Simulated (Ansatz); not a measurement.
# BClH4N2: the cost of one run

Program: Ansatz 0.2.0. Level of theory: RKS PBE0-D4/def2-SVP. These are calculated values, not measurements.

**1. Starting point**

Bond lengths: B1–Cl2 1.860 Å, B1–N3 1.550 Å, N3–H4 1.060 Å, N3–H5 1.060 Å, B1–N6 1.550 Å, N6–H7 1.060 Å, N6–H8 1.060 Å. Angles: Cl2–B1–N3 120.0°, Cl2–B1–N6 120.0°, N3–B1–N6 120.0°, B1–N3–H4 120.0°, B1–N3–H5 120.0°, H4–N3–H5 120.0°, B1–N6–H7 120.0°, B1–N6–H8 120.0°, H7–N6–H8 120.0°.

Coordinates:

```xyz
8

B     0.0000    0.0000    0.0000
Cl    0.0000    0.0000    1.8600
N     1.3423    0.0000   -0.7750
H     1.8089   -0.9179   -1.0268
H     1.7937    0.9179   -1.0532
N    -1.3423    0.0000   -0.7750
H    -2.0112   -0.8164   -0.6764
H    -1.5914    0.8164   -1.4036
```

**2. Relaxing the start**

input.yaml

```yaml
crystal:
  periodic: [false, false, false]
  atoms:
    - { symbol: B, position_ang: [0.0, 0.0, 0.0] }
    - { symbol: Cl, position_ang: [0.0, 0.0, 1.86] }
    - { symbol: "N", position_ang: [1.3423, 0.0, -0.775] }
    - { symbol: H, position_ang: [1.8089, -0.9179, -1.0268] }
    - { symbol: H, position_ang: [1.7937, 0.9179, -1.0532] }
    - { symbol: "N", position_ang: [-1.3423, 0.0, -0.775] }
    - { symbol: H, position_ang: [-2.0112, -0.8164, -0.6764] }
    - { symbol: H, position_ang: [-1.5914, 0.8164, -1.4036] }
basis:
  gaussian: { orbitals: def2-SVP }
hamiltonian:
  xc: pbe0
  dispersion: d4
relax:
  f_tol: 0.02
  max_steps: 40
```

The run is started by

```
ansatz run input.yaml --threads 2 --pin off --max-ram 3072MiB --backend cpu --events-out ev --progress --plain --runs-dir out
```

**Question.** How long does this run take on 2 threads of Arm Neoverse V2, shared host, and how much memory does it need?

About 18 s, with a peak of 0.15 GiB.
